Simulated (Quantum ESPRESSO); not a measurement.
# Cd2S (P3m1) in Quantum ESPRESSO: equation of state

How stiff is Cd2S in PBE, and what volume does it want? The cell is scaled to several volumes.

Everything below comes from runs of Quantum ESPRESSO 7.5. Logs are shortened: lines on timing, memory, paths and dates and some standing lists are left out, and cuts for length are marked.

### Step 1. The crystal as given

The structure is trigonal, space group P3m1 (No. 156). The conventional cell has a = 3.963 Å, b = 3.963 Å, c = 5.809 Å, α = 90.00°, β = 90.00°, γ = 120.00°. Cd (site symmetry 3m) has 1 S at 2.52 Å as nearest neighbours. Around Cd (site symmetry 3m) lie 3 S at 2.60 Å. S (site symmetry 3m) is surrounded by 4 Cd at 2.52 to 2.60 Å.

The cell comes from a database or a generator and needn't be the stable form of this composition.

### Step 2. Single point, PBE, 24.75 Å³/atom

pw.in reads:

```
&CONTROL
  calculation = 'scf'
  prefix = 'pwscf'
  outdir = './tmp'
  pseudo_dir = './pseudo'
  tprnfor = .true.
  tstress = .true.
  disk_io = 'nowf'
/
&SYSTEM
  ibrav = 0
  nat = 3
  ntyp = 2
  ecutwfc = 60
  ecutrho = 480
  nbnd = 22
  occupations = 'smearing'
  smearing = 'fd'
  degauss = 0.00367493
/
&ELECTRONS
  conv_thr = 6d-10
  electron_maxstep = 120
  mixing_beta = 0.5
/
ATOMIC_SPECIES
Cd   112.4140 Cd.pbe-dn-rrkjus_psl.0.3.1.UPF
S     32.0600 s_pbe_v1.4.uspp.F.UPF
CELL_PARAMETERS angstrom
   3.8817765334    0.0000000000    0.0000000000
  -1.9408882667    3.3617170898    0.0000000000
   0.0000000000    0.0000000000    5.6906037861
ATOMIC_POSITIONS crystal
Cd     0.3333333333    0.6666666667    0.9327170000
Cd     0.6666666667    0.3333333333    0.5787350000
S      0.3333333333    0.6666666667    0.3657050000
K_POINTS automatic
8 8 5 0 0 0
```

Potentials or basis: SSSP 1.3 efficiency PBE.

Run with:

```sh
> OMP_NUM_THREADS=1 mpirun -n 2 pw.x -nk 2 -in pw.in > pw.out
```

pw.out:

```text
This program is part of the open-source Quantum ESPRESSO suite
     for quantum simulation of materials; please cite
         "P. Giannozzi et al., J. Phys.:Condens. Matter 21 395502 (2009);
         "P. Giannozzi et al., J. Phys.:Condens. Matter 29 465901 (2017);
         "P. Giannozzi et al., J. Chem. Phys. 152 154105 (2020);
     in publications or presentations arising from this work. More details at

     file Cd.pbe-dn-rrkjus_psl.0.3.1.UPF: wavefunction(s)  4D renormalized
     Message from routine setup:
     using ibrav=0 with symmetry is DISCOURAGED, use correct ibrav instead

     K-points division:     npool     =       2
     Subspace diagonalization in iterative solution of the eigenvalue problem:
     a serial algorithm will be used

     G-vector sticks info
     --------------------
     sticks:   dense  smooth     PW     G-vecs:    dense   smooth      PW
     Sum        1789     889    253                89127    31409    4877

     Using Slab Decomposition

     bravais-lattice index     =            0
     lattice parameter (alat)  =       7.3355  a.u.
     unit-cell volume          =     501.1257 (a.u.)^3
     number of atoms/cell      =            3
     number of atomic types    =            2
     number of electrons       =        30.00
     number of Kohn-Sham states=           22
     kinetic-energy cutoff     =      60.0000  Ry
     charge density cutoff     =     480.0000  Ry
     scf convergence threshold =      6.0E-10
     mixing beta               =       0.5000
     number of iterations used =            8  plain     mixing
     Exchange-correlation=  SLA  PW   PBX  PBC
                           (   1   4   3   4   0   0   0)

     celldm(1)=   7.335495  celldm(2)=   0.000000  celldm(3)=   0.000000
     celldm(4)=   0.000000  celldm(5)=   0.000000  celldm(6)=   0.000000

     crystal axes: (cart. coord. in units of alat)
               a(1) = (   1.000000   0.000000   0.000000 )
               a(2) = (  -0.500000   0.866025   0.000000 )
               a(3) = (   0.000000   0.000000   1.465979 )

     reciprocal axes: (cart. coord. in units 2 pi/alat)
               b(1) = (  1.000000  0.577350 -0.000000 )
               b(2) = (  0.000000  1.154701  0.000000 )
               b(3) = (  0.000000 -0.000000  0.682138 )

     PseudoPot. # 1 for Cd read from file:
     Cd.pbe-dn-rrkjus_psl.0.3.1.UPF
     Pseudo is Ultrasoft + core correction, Zval = 12.0
     Generated using "atomic" code by A. Dal Corso  v.5.0.99 svn rev. 10869
     Using radial grid of 1239 points,  6 beta functions with:
                l(1) =   0
                l(2) =   0
                l(3) =   1
                l(4) =   1
                l(5) =   2
                l(6) =   2
     Q(r) pseudized with 0 coefficients

     PseudoPot. # 2 for S  read from file:
     s_pbe_v1.4.uspp.F.UPF
     Pseudo is Ultrasoft + core correction, Zval =  6.0
     Generated by new atomic code, or converted to UPF format
     Using radial grid of  907 points,  6 beta functions with:
                l(1) =   0
                l(2) =   0
                l(3) =   1
                l(4) =   1
                l(5) =   2
                l(6) =   2
     Q(r) pseudized with  8 coefficients,  rinner =    1.300   1.300   1.300
                                                       1.300   1.300

     atomic species   valence    mass     pseudopotential
     Cd               12.00   112.41400     Cd( 1.00)
     S                 6.00    32.06000     S ( 1.00)

      6 Sym. Ops. (no inversion) found

   Cartesian axes

     site n.     atom                  positions (alat units)
         1        Cd     tau(   1) = (  -0.0000000   0.5773503   1.3673438  )
         2        Cd     tau(   2) = (   0.5000000   0.2886751   0.8484135  )
         3        S      tau(   3) = (  -0.0000000   0.5773503   0.5361159  )

     number of k points=    40  Fermi-Dirac smearing, width (Ry)=  0.0037
                       cart. coord. in units 2pi/alat
        k(    1) = (   0.0000000   0.0000000   0.0000000), wk =   0.0062500
        k(    2) = (   0.0000000   0.0000000   0.1364276), wk =   0.0125000
        k(    3) = (   0.0000000   0.0000000   0.2728552), wk =   0.0125000
        k(    4) = (   0.0000000   0.1443376   0.0000000), wk =   0.0375000
        k(    5) = (   0.0000000   0.1443376   0.1364276), wk =   0.0375000
        k(    6) = (   0.0000000   0.1443376   0.2728552), wk =   0.0375000
[... 32 lines left out ...]
        k(   39) = (  -0.1250000  -0.5051815   0.1364276), wk =   0.0750000
        k(   40) = (  -0.1250000  -0.5051815   0.2728552), wk =   0.0750000

     Dense  grid:    89127 G-vectors     FFT dimensions: (  54,  54,  75)

     Smooth grid:    31409 G-vectors     FFT dimensions: (  40,  40,  54)

     Initial potential from superposition of free atoms

     starting charge      29.9902, renormalised to      30.0000
     Starting wfcs are   22 randomized atomic wfcs

     Self-consistent Calculation

     iteration #  1     ecut=    60.00 Ry     beta= 0.50
     Davidson diagonalization with overlap
     ethr =  1.00E-02,  avg # of iterations =  5.8

     Threshold (ethr) on eigenvalues was too large:
     Diagonalizing with lowered threshold

     Davidson diagonalization with overlap
     ethr =  3.95E-04,  avg # of iterations =  2.1

     total energy              =    -268.60416747 Ry
     estimated scf accuracy    <       0.11752743 Ry

     iteration #  2     ecut=    60.00 Ry     beta= 0.50
     Davidson diagonalization with overlap
     ethr =  3.92E-04,  avg # of iterations =  2.0

     total energy              =    -268.63461053 Ry
     estimated scf accuracy    <       0.00995116 Ry

     iteration #  3     ecut=    60.00 Ry     beta= 0.50
     Davidson diagonalization with overlap
     ethr =  3.32E-05,  avg # of iterations =  7.0

     total energy              =    -268.63627101 Ry
     estimated scf accuracy    <       0.00134624 Ry

     iteration #  4     ecut=    60.00 Ry     beta= 0.50
     Davidson diagonalization with overlap
     ethr =  4.49E-06,  avg # of iterations =  4.6

     total energy              =    -268.63655072 Ry
     estimated scf accuracy    <       0.00026702 Ry

     iteration #  5     ecut=    60.00 Ry     beta= 0.50
     Davidson diagonalization with overlap
     ethr =  8.90E-07,  avg # of iterations =  2.3
[... 22 lines left out ...]
     total energy              =    -268.63658387 Ry
     estimated scf accuracy    <       0.00000020 Ry

     iteration #  9     ecut=    60.00 Ry     beta= 0.50
     Davidson diagonalization with overlap
     ethr =  6.68E-10,  avg # of iterations =  2.0

     total energy              =    -268.63658391 Ry
     estimated scf accuracy    <          3.3E-09 Ry

     iteration # 10     ecut=    60.00 Ry     beta= 0.50
     Davidson diagonalization with overlap
     ethr =  1.11E-11,  avg # of iterations =  5.6

     total energy              =    -268.63658391 Ry
     estimated scf accuracy    <          7.8E-09 Ry

     iteration # 11     ecut=    60.00 Ry     beta= 0.50
     Davidson diagonalization with overlap
     ethr =  1.11E-11,  avg # of iterations =  2.7

     End of self-consistent calculation

          k = 0.0000 0.0000 0.0000 (  3909 PWs)   bands (ev):

    -6.0629  -1.4774  -1.4774  -1.4031  -1.4031  -1.3018  -1.1403  -1.0565
    -1.0565  -0.6640  -0.6640   2.2910   3.0693   6.2025   6.2025  10.3148
    12.1856  13.8665  13.8665  15.5640  15.5640  17.1121

          k = 0.0000 0.0000 0.1364 (  3915 PWs)   bands (ev):

    -6.0186  -1.5268  -1.4890  -1.4890  -1.4141  -1.4141  -1.0308  -1.0308
    -0.9742  -0.6673  -0.6673   1.4025   4.4246   6.2322   6.2322   9.8853
    12.0501  13.7459  13.7459  15.2606  15.2606  17.0399

          k = 0.0000 0.0000 0.2729 (  3896 PWs)   bands (ev):

    -5.9426  -1.7718  -1.5033  -1.5033  -1.4343  -1.4343  -0.9889  -0.9889
    -0.8232  -0.6751  -0.6751   0.7867   6.2435   6.2813   6.2813   8.7185
    11.7757  13.5089  13.5089  15.0566  15.0566  16.3164

          k = 0.0000 0.1443 0.0000 (  3909 PWs)   bands (ev):

    -6.0035  -1.4872  -1.4766  -1.3983  -1.3624  -1.2477  -1.1438  -1.0505
    -1.0246  -0.7268  -0.6583   2.4483   3.2149   5.5970   6.0486  10.8059
    12.1563  12.9322  13.8222  14.4196  15.5230  16.7755

          k = 0.0000 0.1443 0.1364 (  3910 PWs)   bands (ev):

    -5.9601  -1.5485  -1.4838  -1.4388  -1.4042  -1.3735  -1.0331  -1.0191
    -0.9506  -0.7316  -0.6587   1.5930   4.4734   5.6845   6.0884  10.3378
    11.9667  13.0196  13.4469  14.1860  15.5416  16.6541
[... 165 lines left out ...]
    -5.8172  -1.5796  -1.4687  -1.4126  -1.2871  -1.2813  -1.0383  -0.9978
    -0.8844  -0.8180  -0.6686   2.0776   4.1469   5.2426   5.7505   9.6480
    11.6484  12.5579  13.0623  14.1562  15.2292  15.6817

          k = 0.0000-0.2887 0.2729 (  3930 PWs)   bands (ev):

    -5.7469  -1.7461  -1.4435  -1.4401  -1.3591  -1.3243  -1.0043  -0.9796
    -0.8688  -0.7261  -0.6848   1.5857   4.3008   5.8482   6.5955   9.2761
    10.7612  12.4285  12.4590  14.1156  15.2508  16.1612

          k = 0.0000-0.4330 0.1364 (  3926 PWs)   bands (ev):

    -5.6718  -1.5735  -1.4786  -1.3982  -1.2661  -1.1654  -1.0399  -0.9782
    -0.8584  -0.6884  -0.6640   2.4846   3.4191   5.4359   5.7619   8.0191
    11.2919  12.1725  12.5133  13.8583  15.4580  15.8889

          k = 0.0000-0.4330 0.2729 (  3926 PWs)   bands (ev):

    -5.6052  -1.7338  -1.4347  -1.4223  -1.2832  -1.2007  -1.0853  -0.9841
    -0.8293  -0.6853  -0.6421   2.3635   3.2993   5.5658   6.3933   8.3725
    10.8121  11.8182  12.5129  13.8158  14.7181  16.2164

          k =-0.1250-0.3608 0.1364 (  3927 PWs)   bands (ev):

    -5.7150  -1.5605  -1.5018  -1.3691  -1.3003  -1.1666  -1.0638  -0.9524
    -0.8952  -0.7678  -0.6486   2.4220   3.6957   5.1605   5.6390   8.9981
    11.2628  11.7660  12.9682  14.1421  14.6307  15.9509

          k =-0.1250-0.3608 0.2729 (  3938 PWs)   bands (ev):

    -5.6473  -1.7249  -1.4611  -1.4009  -1.3455  -1.2002  -1.0708  -0.9608
    -0.8693  -0.7341  -0.6308   2.0926   3.7139   5.3557   6.6240   8.9931
    10.7947  11.0084  12.7870  14.1560  15.3648  16.4137

          k =-0.1250-0.5052 0.1364 (  3938 PWs)   bands (ev):

    -5.6119  -1.5484  -1.5102  -1.3542  -1.2927  -1.1249  -1.0376  -0.9998
    -0.8367  -0.7082  -0.5186   2.4778   3.4765   4.8867   6.2763   7.5592
    10.7774  11.5267  12.4031  14.2780  15.0313  16.2332

          k =-0.1250-0.5052 0.2729 (  3937 PWs)   bands (ev):

    -5.5467  -1.7040  -1.4711  -1.3907  -1.2920  -1.1264  -1.0735  -1.0205
    -0.8356  -0.7323  -0.5034   2.6654   3.1849   5.0680   6.2170   8.3560
    10.3737  11.3390  12.9253  13.5272  15.7516  16.2762

     the Fermi energy is     7.0576 ev

!    total energy              =    -268.63658392 Ry
     estimated scf accuracy    <          2.0E-10 Ry
     smearing contrib. (-TS)   =      -0.00013142 Ry
     internal energy E=F+TS    =    -268.63645250 Ry

     The total energy is F=E-TS. E is the sum of the following terms:
     one-electron contribution =     -88.20086123 Ry
     hartree contribution      =      70.49985922 Ry
     xc contribution           =     -94.22707555 Ry
     ewald contribution        =    -156.70837494 Ry

     convergence has been achieved in  11 iterations

     Forces acting on atoms (cartesian axes, Ry/au):

     atom    1 type  1   force =     0.00000000    0.00000000   -0.00410315
     atom    2 type  1   force =     0.00000000    0.00000000    0.00742666
     atom    3 type  2   force =     0.00000000    0.00000000   -0.00332351

     Total force =     0.009112     Total SCF correction =     0.000007

     Computing stress (Cartesian axis) and pressure

          total   stress  (Ry/bohr**3)                   (kbar)     P=       29.33
   0.00016500   0.00000000   0.00000000           24.27        0.00        0.00
   0.00000000   0.00016500   0.00000000            0.00       24.27        0.00
   0.00000000   0.00000000   0.00026814            0.00        0.00       39.45

=------------------------------------------------------------------------------=
   JOB DONE.
=------------------------------------------------------------------------------=
```

Wall time 43 s (2 MPI ranks of Arm Neoverse V2, shared host); peak memory 0.48 GiB.

Results:

| Item | Value |
| --- | --- |
| Free energy | -3654.9869 eV |
| Pressure | 2.9 GPa |
| Largest force | 0.191 eV/Å |
| Band gap on the k mesh | 0.22 eV, indirect (least direct gap 0.60 eV) |

Caveat: an odd mesh through Γ misses points on the zone boundary, where band edges often lie.

### Step 3. Single point, PBE, 25.28 Å³/atom

Changes to pw.in since step 2:

```diff
@@ -29,5 +29,5 @@
 CELL_PARAMETERS angstrom
-   3.8817765334    0.0000000000    0.0000000000
-  -1.9408882667    3.3617170898    0.0000000000
-   0.0000000000    0.0000000000    5.6906037861
+   3.9091138886    0.0000000000    0.0000000000
+  -1.9545569443    3.3853919338    0.0000000000
+   0.0000000000    0.0000000000    5.7306797810
 ATOMIC_POSITIONS crystal
```

Potentials or basis: SSSP 1.3 efficiency PBE.

Run with:

```sh
> OMP_NUM_THREADS=1 mpirun -n 2 pw.x -nk 2 -in pw.in > pw.out
```

Run time: 41 s. Hardware: 2 MPI ranks of Arm Neoverse V2, shared host; peak memory 0.5 GiB.

The run converged. Its results:

| Property | Result |
| --- | --- |
| Free energy | -3655.0107 eV |
| Pressure | 1.8 GPa |
| Largest force | 0.104 eV/Å |
| Band gap on the k mesh | 0.22 eV, indirect (least direct gap 0.58 eV) |

Caveat: an odd mesh through Γ misses points on the zone boundary, where band edges often lie.

### Step 4. Single point, PBE, 25.81 Å³/atom

Changes to pw.in since step 3:

```diff
@@ -29,5 +29,5 @@
 CELL_PARAMETERS angstrom
-   3.9091138886    0.0000000000    0.0000000000
-  -1.9545569443    3.3853919338    0.0000000000
-   0.0000000000    0.0000000000    5.7306797810
+   3.9360741467    0.0000000000    0.0000000000
+  -1.9680370733    3.4087402022    0.0000000000
+   0.0000000000    0.0000000000    5.7702029595
 ATOMIC_POSITIONS crystal
```

Run with:

```sh
> OMP_NUM_THREADS=1 mpirun -n 2 pw.x -nk 2 -in pw.in > pw.out
```

Run time: 41 s. Hardware: 2 MPI ranks of Arm Neoverse V2, shared host; peak memory 0.5 GiB.

It converged, with:

| Quantity | Value |
| --- | --- |
| Free energy | -3655.0238 eV |
| Pressure | 0.7 GPa |
| Largest force | 0.022 eV/Å |
| Band gap on the k mesh | 0.23 eV, indirect (least direct gap 0.57 eV) |

Caveat: an odd mesh through Γ misses points on the zone boundary, where band edges often lie.

### Step 5. Single point, PBE, 26.33 Å³/atom

Changes to pw.in since step 4:

```diff
@@ -29,5 +29,5 @@
 CELL_PARAMETERS angstrom
-   3.9360741467    0.0000000000    0.0000000000
-  -1.9680370733    3.4087402022    0.0000000000
-   0.0000000000    0.0000000000    5.7702029595
+   3.9626700490    0.0000000000    0.0000000000
+  -1.9813350245    3.4317729293    0.0000000000
+   0.0000000000    0.0000000000    5.8091920000
 ATOMIC_POSITIONS crystal
```

Run with:

```sh
> OMP_NUM_THREADS=1 mpirun -n 2 pw.x -nk 2 -in pw.in > pw.out
```

It took 43 s on 2 MPI ranks of Arm Neoverse V2, shared host; peak memory 0.52 GiB.

It converged, with:

```yaml
Free_energy: -3655.0274 eV
Pressure: -0.2 GPa
Largest_force: 0.054 eV/Å
Band_gap_on_the_k_mesh: 0.24 eV, indirect (least direct gap 0.57 eV)
```

Caveat: an odd mesh through Γ misses points on the zone boundary, where band edges often lie.

### Step 6. Single point, PBE, 26.86 Å³/atom

Changes to pw.in since step 5:

```diff
@@ -29,5 +29,5 @@
 CELL_PARAMETERS angstrom
-   3.9626700490    0.0000000000    0.0000000000
-  -1.9813350245    3.4317729293    0.0000000000
-   0.0000000000    0.0000000000    5.8091920000
+   3.9889136618    0.0000000000    0.0000000000
+  -1.9944568309    3.4545005647    0.0000000000
+   0.0000000000    0.0000000000    5.8476645914
 ATOMIC_POSITIONS crystal
```

Potentials or basis: SSSP 1.3 efficiency PBE.

Run with:

```sh
> OMP_NUM_THREADS=1 mpirun -n 2 pw.x -nk 2 -in pw.in > pw.out
```

Run time: 43 s. Hardware: 2 MPI ranks of Arm Neoverse V2, shared host; peak memory 0.52 GiB.

It converged, with:

| Quantity | Value |
| --- | --- |
| Free energy | -3655.0226 eV |
| Pressure | -1.0 GPa |
| Largest force | 0.125 eV/Å |
| Band gap on the k mesh | 0.25 eV, indirect (least direct gap 0.57 eV) |

Caveat: an odd mesh through Γ misses points on the zone boundary, where band edges often lie.

### Step 7. Single point, PBE, 27.39 Å³/atom

Changes to pw.in since step 6:

```diff
@@ -29,5 +29,5 @@
 CELL_PARAMETERS angstrom
-   3.9889136618    0.0000000000    0.0000000000
-  -1.9944568309    3.4545005647    0.0000000000
-   0.0000000000    0.0000000000    5.8476645914
+   4.0148164244    0.0000000000    0.0000000000
+  -2.0074082122    3.4769330151    0.0000000000
+   0.0000000000    0.0000000000    5.8856375034
 ATOMIC_POSITIONS crystal
```

Run with:

```sh
> OMP_NUM_THREADS=1 mpirun -n 2 pw.x -nk 2 -in pw.in > pw.out
```

It took 44 s on 2 MPI ranks of Arm Neoverse V2, shared host; peak memory 0.52 GiB.

It converged, with:

```yaml
Free_energy: -3655.0102 eV
Pressure: -1.7 GPa
Largest_force: 0.192 eV/Å
Band_gap_on_the_k_mesh: 0.27 eV, indirect (least direct gap 0.57 eV)
```

Caveat: an odd mesh through Γ misses points on the zone boundary, where band edges often lie.

### Step 8. Single point, PBE, 27.91 Å³/atom

Changes to pw.in since step 7:

```diff
@@ -29,5 +29,5 @@
 CELL_PARAMETERS angstrom
-   4.0148164244    0.0000000000    0.0000000000
-  -2.0074082122    3.4769330151    0.0000000000
-   0.0000000000    0.0000000000    5.8856375034
+   4.0403891930    0.0000000000    0.0000000000
+  -2.0201945965    3.4990796824    0.0000000000
+   0.0000000000    0.0000000000    5.9231266511
 ATOMIC_POSITIONS crystal
```

Run with:

```sh
> OMP_NUM_THREADS=1 mpirun -n 2 pw.x -nk 2 -in pw.in > pw.out
```

Run time: 46 s. Hardware: 2 MPI ranks of Arm Neoverse V2, shared host; peak memory 0.54 GiB.

It converged, with:

* Free energy: -3654.9912 eV
* Pressure: -2.3 GPa
* Largest force: 0.254 eV/Å
* Band gap on the k mesh: 0.29 eV, indirect (least direct gap 0.57 eV)

Caveat: an odd mesh through Γ misses points on the zone boundary, where band edges often lie.

### Step 9. Equation of state, PBE

Potentials or basis: SSSP 1.3 efficiency PBE.

No new run: the results of the series are fitted here.

What came out:

```yaml
Equilibrium_volume: 26.28 Å³/atom
Bulk_modulus_at_fixed_shape_and_positions: 43 GPa
Pressure_derivative_of_the_bulk_modulus: 4.9
```

Energy against volume, from the lowest point:
| volume (Å³/atom) | energy (meV/atom) |
| --- | --- |
| 24.753 | 13.49 |
| 25.280 | 5.57 |
| 25.806 | 1.20 |
| 26.333 | 0.00 |
| 26.860 | 1.61 |
| 27.386 | 5.73 |
| 27.913 | 12.07 |

Caveat: the cell was scaled at fixed shape and fractional positions, which overstates the stiffness of a crystal with free parameters, most of all of layers and chains.
